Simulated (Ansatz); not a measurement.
# CH₃ClO₂SW: one species, many methods

One table from this session's results is given with a row withheld; the runs are named, their logs left out.

Program: Ansatz 0.2.0, Gaussian basis. Level of theory: functionals in def2-TZVPP, the program's frozen cores in correlated methods. These are calculated values, not measurements.

Levels to be run: LDA (SPW92), PBE-D4, revPBE-D4, BLYP-D4, r2SCAN-D4, B97M-V, PBE0-D4, B3LYP-D4, r2SCANh-D4, r2SCAN0-D4, HSE06-D4, BHLYP-D4, CAM-B3LYP-D4, LC-ωPBE, ωB97X-V, ωB97M-V, B2PLYP, PBE-QIDH; CCSD(T)/def2-SVP; CCSD(T)/def2-TZVPP; MP2/def2-QZVPP; extrapolation to the limit; RPA on PBE.

### The geometry

All runs share one geometry, relaxed beforehand with PBE0-D4 in a triple-zeta def2 set. W takes the def2 core potential; no spin-orbit term is included.

9 atoms, charge 0, spin multiplicity 1.

Atoms are counted from 1 here; the program's logs count them from 0.

Bond lengths: C1–O2 1.409 Å, C1–H7 1.092 Å, C1–H8 1.092 Å, C1–H9 1.092 Å, O2–W3 1.837 Å, W3–O4 1.696 Å, W3–S5 2.130 Å, W3–Cl6 2.265 Å. Angles: O2–C1–H7 109.0°, O2–C1–H8 110.2°, O2–C1–H9 108.4°, H7–C1–H8 110.0°, H7–C1–H9 109.4°, H8–C1–H9 109.8°, C1–O2–W3 143.3°, O2–W3–O4 108.8°, O2–W3–S5 108.4°, O2–W3–Cl6 111.3°, O4–W3–S5 108.6°, O4–W3–Cl6 109.6°, S5–W3–Cl6 110.2°.

Set-up of the first run:

Contents of in.yaml:

```yaml
crystal:
  periodic: [false, false, false]
  atoms:
    - {symbol: C, position_ang: [0.320390, -1.261156, 0.963785]}
    - {symbol: O, position_ang: [-0.447189, -0.220316, 0.403501]}
    - {symbol: W, position_ang: [-0.431316, 1.099310, -0.874692]}
    - {symbol: O, position_ang: [-1.648807, 0.775187, -2.010454]}
    - {symbol: S, position_ang: [1.452294, 1.050210, -1.867178]}
    - {symbol: Cl, position_ang: [-0.775744, 3.139535, 0.045890]}
    - {symbol: H, position_ang: [-0.103695, -2.219853, 0.659500]}
    - {symbol: H, position_ang: [1.357522, -1.188658, 0.628648]}
    - {symbol: H, position_ang: [0.276545, -1.174260, 2.050990]}
basis:
  gaussian: {orbitals: def2-TZVPP}
hamiltonian: {xc: lda}
output: {orbitals: {seedname: orbitals}}
```

Launch:

```
ansatz run in.yaml --threads 4 --pin off --events-out ev --progress --plain --max-ram 11315MiB
```

Among the steps run: LDA; PBE-D4 (GGA); revPBE-D4 (GGA); BLYP-D4 (GGA); r2SCAN-D4 (meta-GGA); B97M-V (meta-GGA); B3LYP-D4 (hybrid); r2SCANh-D4 (hybrid); r2SCAN0-D4 (hybrid); HSE06-D4 (hybrid); BHLYP-D4 (hybrid); CAM-B3LYP-D4 (range-separated); LC-ωPBE (range-separated); ωB97X-V (range-separated); ωB97M-V (range-separated); B2PLYP (double hybrid); PBE-QIDH (double hybrid).

One table of the session follows, with a row left open; its other results are not shown here.

It belongs to the step «Orbital energies across the functionals». 

| functional | HOMO (eV) | LUMO (eV) | gap (eV) |
| --- | --- | --- | --- |
| LDA (SPW92) | -6.74 | -3.44 | 3.30 |
| PBE-D4 | ? | ? | ? |
| revPBE-D4 | -6.49 | -3.16 | 3.33 |
| BLYP-D4 | -6.38 | -3.09 | 3.29 |
| r2SCAN-D4 | -6.86 | -3.21 | 3.65 |
| B97M-V | -6.91 | -3.13 | 3.78 |
| PBE0-D4 | -7.80 | -2.56 | 5.25 |
| B3LYP-D4 | -7.55 | -2.72 | 4.83 |
| r2SCANh-D4 | -7.32 | -2.95 | 4.37 |
| r2SCAN0-D4 | -8.01 | -2.55 | 5.46 |
| HSE06-D4 | -7.41 | -2.93 | 4.48 |
| BHLYP-D4 | -8.88 | -1.70 | 7.18 |
| CAM-B3LYP-D4 | -9.07 | -1.51 | 7.56 |
| LC-ωPBE | -10.39 | -0.49 | 9.91 |
| ωB97X-V | -10.06 | -0.52 | 9.53 |
| ωB97M-V | -9.91 | -0.54 | 9.37 |

**Question.** Estimate the row for PBE-D4.

**Answer.** HOMO (eV): -6.56; LUMO (eV): -3.24; gap (eV): 3.32. In the column «HOMO (eV)» it lies between LDA (SPW92) (-6.74) and revPBE-D4 (-6.49).
